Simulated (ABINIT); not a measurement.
Runs of ABINIT 10.8.3 (patched build) on AlSn. It takes space group P-6m2 (No. 187, hexagonal). Conventional cell: a = 4.198 Å, b = 4.198 Å, c = 3.307 Å, α = 90.00°, β = 90.00°, γ = 120.00°. Sn (site symmetry -6m2) is surrounded by 6 Al at 2.93 Å and 2 Sn at 3.31 Å. Al (site symmetry -6m2) has 6 Sn at 2.93 Å and 2 Al at 3.31 Å as nearest neighbours. The cell comes from a database or a generator and needn't be the stable form of this composition.

| task | level | potentials or basis | cell | cell freedom (optcell) | cutoff smearing ecutsm (Ha) | optimiser (ionmov) | force stop (Ha/bohr) | gap on the mesh (eV) | pressure (GPa) | relaxed volume (Å³/atom) |
| --- | --- | --- | --- | --- | --- | --- | --- | --- | --- | --- |
| relaxation of cell and atoms | PBEsol | JTH PAW PBE v2.0 | relaxed | 2 | 0.5 | 22 | 0.0001 | none | 0.0 | 24.39 |
| single point | PBE | JTH PAW PBE v2.0 | as given | - | - | - | - | none | 0.2 | - |
| relaxation of cell and atoms | LDA | JTH PAW LDA v2.0 | relaxed | 2 | 0.5 | 22 | 0.0001 | none | 0.0 | (a) |
| single point | PBE | JTH PAW PBE v2.0 | atoms moved at random, drawn with an rms of 0.05 Å | - | - | - | - | none | 0.3 | - |

Alike in all rows: no spin polarisation; k mesh 7 × 7 × 8; cutoff (eV) 599; smearing fermi-dirac 0.05 eV.

Problem. Estimate the missing entries.

Solution. (a) 23.77.

Caveats: the PAW data sets were made with another functional, which shifts forces and pressure a little (some runs).

A k mesh can miss the band edges, and the runs leave out spin-orbit coupling on Sn.

A gap of «none» marks a metal or a gap under the smearing width.
